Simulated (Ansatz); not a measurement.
**Magnesium, simple cubic under PBEsol: from relaxation to bulk modulus**

What does PBEsol give for magnesium in the simple cubic structure? We relax it, solve it on a dense k-mesh, then scale the cell to 7 volumes from 88 to 112 % of the relaxed one and try a fit of the equation of state. Spin polarisation is left out. The k-meshes are 11×11×11 for the relaxation; 17×17×17 for the dense run; 12×12×12 for the volumes.

This is Mg in the simple cubic structure; at room conditions it is hcp.

Computed with Ansatz 0.2.0 (DFT PBEsol, plane waves (420 eV) with PAW, scalar-relativistic; PBE-made PAW files, unless a step says otherwise).

## Step 1: Starting point

The structure is cubic, space group Pm-3m (No. 221). The conventional cell has a = 2.928 Å, b = 2.928 Å, c = 2.928 Å, α = 90.00°, β = 90.00°, γ = 90.00°. Mg (site symmetry m-3m) is surrounded by 6 Mg at 2.93 Å.

As a file:

```xyz
1
Lattice="2.9278 0.0000 0.0000 0.0000 2.9278 0.0000 0.0000 0.0000 2.9278" Properties=species:S:1:pos:R:3 pbc="T T T"
Mg    0.0000    0.0000    0.0000
```

## Step 2: Geometry optimisation

Input file input.yaml:

```yaml
crystal:
  lattice:
    - [2.9277513048, 0.0, 0.0]
    - [0.0, 2.9277513048, 0.0]
    - [0.0, 0.0, 2.9277513048]
  atoms:
    - { symbol: Mg, position: [0.0, 0.0, 0.0] }
hamiltonian:
  xc: pbesol
  pseudopotentials:
    kind: paw
    azcp:
      Mg: "pseudopotentials/Mg.paw.azcp"
basis:
  ecutwfc: 420
  fft_grid_basis: typed
kpoints:
  mp_grid: { grid: [11, 11, 11], shift: [0, 0, 0] }
magnetization:
  spin_polarized: false
scf:
  occupations: { method: fermi_dirac, width: 0.1 }
relax:
  max_steps: 60
  f_tol: 0.01
  cell: {}
output:
  write_density: true
  write_potential: true
  elf: true
  volumetric_format: npy
```

Further steps of the session: The energy on a finer k-mesh; At 88 % of the relaxed volume; At 92 % of the relaxed volume; At 96 % of the relaxed volume; At 100 % of the relaxed volume; At 104 % of the relaxed volume; At 108 % of the relaxed volume; At 112 % of the relaxed volume.

What does the calculation give? Wanted: space group; conventional cell; volume; shortest distance; gap on the mesh; relative to hcp; V₀, B₀, B₀′.

**Answer**, as computed:

| quantity | value |
| --- | --- |
| space group (spins left aside) | Pm-3m (No. 221) |
| conventional cell | a = 2.996 Å |
| volume | 26.888 Å³/atom |
| shortest distance | 2.996 Å |
| gap on the mesh | none (levels filled in part) |
| relative to hcp | +393 meV/atom |
| V₀, B₀, B₀′ | 26.922 Å³/atom, 24 GPa, 3.8 |

The relaxation enlarged the cell by 7.1 % in volume. It lies 393 meV/atom above the element's reference form at the same level (hcp, from a run of its own), so it is far from stable. No gap shows: it is a metal or semimetal at this level. B₀ comes out at 24 GPa. The symmetry was held, so the structure may be unstable against distortions that break it.
